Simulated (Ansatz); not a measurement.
# CH7B2GaO: a ladder of functionals and wavefunction methods

One table from this session's results is given with a row withheld; the runs are named, their logs left out.

Computed with Ansatz 0.2.0, Gaussian basis. Level: functionals in def2-TZVPP, the program's frozen cores in correlated methods.

Plan: LDA (SPW92), PBE-D4, revPBE-D4, BLYP-D4, r2SCAN-D4, B97M-V, PBE0-D4, B3LYP-D4, r2SCANh-D4, r2SCAN0-D4, HSE06-D4, BHLYP-D4, CAM-B3LYP-D4, LC-ωPBE, ωB97X-V, ωB97M-V, B2PLYP, PBE-QIDH; CCSD(T)/def2-SVP; CCSD(T)/def2-TZVPP; MP2/def2-QZVPP; extrapolation to the limit; RPA on PBE.

### The relaxed structure

The geometry comes from an earlier relaxation with PBE0-D4 in a triple-zeta def2 set; it is a stationary point, not always the lowest conformer.

SMILES `[BH2][Ga]([CH3])[BH]O`, 12 atoms, charge 0, spin multiplicity 1.

Atoms are counted from 1 here; the program's logs count them from 0.

Bond lengths: B1–Ga2 2.064 Å, B1–H6 1.200 Å, B1–H7 1.200 Å, Ga2–C3 1.998 Å, Ga2–B4 2.148 Å, C3–H8 1.095 Å, C3–H9 1.090 Å, C3–H10 1.096 Å, B4–O5 1.354 Å, B4–H11 1.202 Å, O5–H12 0.962 Å. Angles: Ga2–B1–H6 122.5°, Ga2–B1–H7 122.5°, H6–B1–H7 115.0°, B1–Ga2–C3 121.0°, B1–Ga2–B4 127.4°, C3–Ga2–B4 111.6°, Ga2–C3–H8 110.7°, Ga2–C3–H9 113.6°, Ga2–C3–H10 109.3°, H8–C3–H9 108.1°, H8–C3–H10 107.1°, H9–C3–H10 107.7°, Ga2–B4–O5 119.5°, Ga2–B4–H11 126.5°, O5–B4–H11 113.9°, B4–O5–H12 113.6°.

Set-up of the first run:

Contents of in.yaml:

```yaml
crystal:
  periodic: [false, false, false]
  atoms:
    - {symbol: B, position_ang: [-1.813313, -0.245675, 1.692392]}
    - {symbol: Ga, position_ang: [-0.367390, -0.022345, 0.237044]}
    - {symbol: C, position_ang: [1.475222, -0.751375, 0.494853]}
    - {symbol: B, position_ang: [-0.563015, 0.982189, -1.651227]}
    - {symbol: O, position_ang: [0.519608, 1.109382, -2.454085]}
    - {symbol: H, position_ang: [-1.976991, 0.558300, 2.568511]}
    - {symbol: H, position_ang: [-2.570928, -1.176576, 1.710499]}
    - {symbol: H, position_ang: [1.778284, -1.351730, -0.368980]}
    - {symbol: H, position_ang: [1.581195, -1.365788, 1.388980]}
    - {symbol: H, position_ang: [2.184980, 0.079544, 0.575124]}
    - {symbol: H, position_ang: [-1.565521, 1.468396, -2.103057]}
    - {symbol: H, position_ang: [1.317859, 0.715698, -2.090044]}
basis:
  gaussian: {orbitals: def2-TZVPP}
hamiltonian: {xc: lda}
output: {orbitals: {seedname: orbitals}}
```

Run with:

```sh
ansatz run in.yaml --threads 4 --pin off --events-out ev --progress --plain --max-ram 10444MiB
```

Steps of the session up to this table: LDA; PBE-D4 (GGA); revPBE-D4 (GGA); BLYP-D4 (GGA); r2SCAN-D4 (meta-GGA); B97M-V (meta-GGA); PBE0-D4 (hybrid); B3LYP-D4 (hybrid); r2SCANh-D4 (hybrid); r2SCAN0-D4 (hybrid); HSE06-D4 (hybrid); BHLYP-D4 (hybrid); CAM-B3LYP-D4 (range-separated); LC-ωPBE (range-separated); ωB97X-V (range-separated); ωB97M-V (range-separated); B2PLYP (double hybrid); PBE-QIDH (double hybrid).

One table of the session follows, with a row left open; its other results are not shown here.

It belongs to the step «Frontier levels by functional». 

```
  functional  HOMO (eV)  LUMO (eV)  gap (eV)
 LDA (SPW92)      -5.61      -3.18      2.43
      PBE-D4      -5.48      -2.91      2.57
   revPBE-D4      -5.43      -2.79      2.64
     BLYP-D4      -5.36      -2.74      2.62
   r2SCAN-D4      -5.68      -2.62      3.07
      B97M-V      -5.73      -2.71      3.02
     PBE0-D4      -6.58      -2.00      4.58
    B3LYP-D4      -6.40      -2.20      4.20
  r2SCANh-D4          ?          ?         ?
  r2SCAN0-D4      -6.71      -1.86      4.85
    HSE06-D4      -6.19      -2.37      3.81
    BHLYP-D4      -7.62      -1.11      6.51
CAM-B3LYP-D4      -7.88      -0.96      6.92
     LC-ωPBE      -9.18       0.21      9.38
     ωB97X-V      -8.83       0.07      8.90
     ωB97M-V      -8.67      -0.15      8.52
```

Estimate the missing values for r2SCANh-D4.

Worked estimate for «HOMO (eV)». Against the share of exact exchange, r2SCAN-D4 (0, -5.68), r2SCAN0-D4 (0.25, -6.71) give a slope of -4.12 per unit share; at 0.1 the line stands at -6.09.

As computed: HOMO (eV): -6.09; LUMO (eV): -2.31; gap (eV): 3.78. In «HOMO (eV)» the line misses by 0.00.
